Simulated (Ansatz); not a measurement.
# AuClF₃P: one species, many methods

An exercise on one series of results from a longer session: the logs are not shown, and one member is left open.

Computed with Ansatz 0.2.0, Gaussian basis. Level: functionals in def2-TZVPP, the program's frozen cores in correlated methods.

Levels to be run: LDA (SPW92), PBE-D4, revPBE-D4, BLYP-D4, r2SCAN-D4, B97M-V, PBE0-D4, B3LYP-D4, r2SCANh-D4, r2SCAN0-D4, HSE06-D4, BHLYP-D4, CAM-B3LYP-D4, LC-ωPBE, ωB97X-V, ωB97M-V, B2PLYP, PBE-QIDH; CCSD(T)/def2-SVP; CCSD(T)/def2-TZVPP; MP2/def2-QZVPP; extrapolation to the limit; RPA on PBE.

### The relaxed structure

All runs share one geometry, relaxed beforehand with PBE0-D4 in a triple-zeta def2 set. Au takes the def2 core potential; no spin-orbit term is included.

SMILES `F[P+](F)(F)[Au-][Cl]`, 6 atoms, charge 0, spin multiplicity 1.

Atoms are counted from 1 here; the program's logs count them from 0.

Bond lengths: F1–P2 1.543 Å, P2–F3 1.543 Å, P2–F4 1.543 Å, P2–Au5 2.171 Å, Au5–Cl6 2.243 Å. Angles: F1–P2–F3 99.8°, F1–P2–F4 99.8°, F1–P2–Au5 117.9°, F3–P2–F4 99.8°, F3–P2–Au5 118.0°, F4–P2–Au5 117.9°, P2–Au5–Cl6 180.0°.

Coordinates:

```mol
AuClF3P
  3D, bonds by distance, orders not assigned

  6  5  0  0  0  0  0  0  0  0999 V2000
    0.6123   -1.1926    1.4791 F   0  0
    0.4023   -0.6132    0.0648 P   0  0
   -0.0852   -1.8796   -0.6690 F   0  0
    1.8652   -0.5727   -0.4232 F   0  0
   -0.7845    1.1948   -0.1272 Au  0  0
   -2.0102    3.0634   -0.3245 Cl  0  0
  1  2  8  0
  2  3  8  0
  2  4  8  0
  2  5  8  0
  5  6  8  0
M  END
```

Set-up of the first run:

Contents of in.yaml:

```yaml
crystal:
  periodic: [false, false, false]
  atoms:
    - {symbol: F, position_ang: [0.612302, -1.192637, 1.479117]}
    - {symbol: P, position_ang: [0.402327, -0.613232, 0.064843]}
    - {symbol: F, position_ang: [-0.085185, -1.879635, -0.669007]}
    - {symbol: F, position_ang: [1.865246, -0.572654, -0.423206]}
    - {symbol: Au, position_ang: [-0.784457, 1.194779, -0.127207]}
    - {symbol: Cl, position_ang: [-2.010232, 3.063369, -0.324541]}
basis:
  gaussian: {orbitals: def2-TZVPP}
hamiltonian: {xc: lda}
output: {orbitals: {seedname: orbitals}}
```

On the command line:

```sh
$ ansatz run in.yaml --threads 4 --pin off --events-out ev --progress --plain --max-ram 10444MiB
```

Steps of the session up to this table: LDA; PBE-D4 (GGA); revPBE-D4 (GGA); BLYP-D4 (GGA); r2SCAN-D4 (meta-GGA); B97M-V (meta-GGA); PBE0-D4 (hybrid); B3LYP-D4 (hybrid); r2SCANh-D4 (hybrid); r2SCAN0-D4 (hybrid); HSE06-D4 (hybrid); BHLYP-D4 (hybrid); CAM-B3LYP-D4 (range-separated); LC-ωPBE (range-separated); ωB97X-V (range-separated); ωB97M-V (range-separated); B2PLYP (double hybrid); PBE-QIDH (double hybrid).

One table of the session follows, with a row left open; its other results are not shown here.

It belongs to the step «Frontier levels by functional». 

| functional | HOMO (eV) | LUMO (eV) | gap (eV) |
| --- | --- | --- | --- |
| LDA (SPW92) | -7.10 | -2.63 | 4.47 |
| PBE-D4 | -6.87 | -2.35 | 4.53 |
| revPBE-D4 | -6.79 | -2.23 | 4.56 |
| BLYP-D4 | -6.71 | -2.23 | 4.48 |
| r2SCAN-D4 | -7.15 | -2.15 | 5.00 |
| B97M-V | -7.16 | -2.20 | 4.96 |
| PBE0-D4 | -8.12 | -1.60 | 6.52 |
| B3LYP-D4 | -7.87 | -1.82 | 6.06 |
| r2SCANh-D4 | -7.61 | -1.88 | 5.73 |
| r2SCAN0-D4 | -8.32 | -1.48 | 6.84 |
| HSE06-D4 | -7.72 | -1.96 | 5.76 |
| BHLYP-D4 | ? | ? | ? |
| CAM-B3LYP-D4 | -9.44 | -0.69 | 8.75 |
| LC-ωPBE | -10.79 | 0.42 | 11.21 |
| ωB97X-V | -10.43 | 0.32 | 10.75 |
| ωB97M-V | -10.31 | 0.11 | 10.42 |

Estimate the missing values for BHLYP-D4.

Worked estimate for «HOMO (eV)». Against the share of exact exchange, BLYP-D4 (0, -6.71), B3LYP-D4 (0.2, -7.87) give a slope of -5.80 per unit share; at 0.5 the line stands at -9.61.

The run gave: HOMO (eV): -9.24; LUMO (eV): -0.83; gap (eV): 8.41. In «HOMO (eV)» the line misses by -0.37.
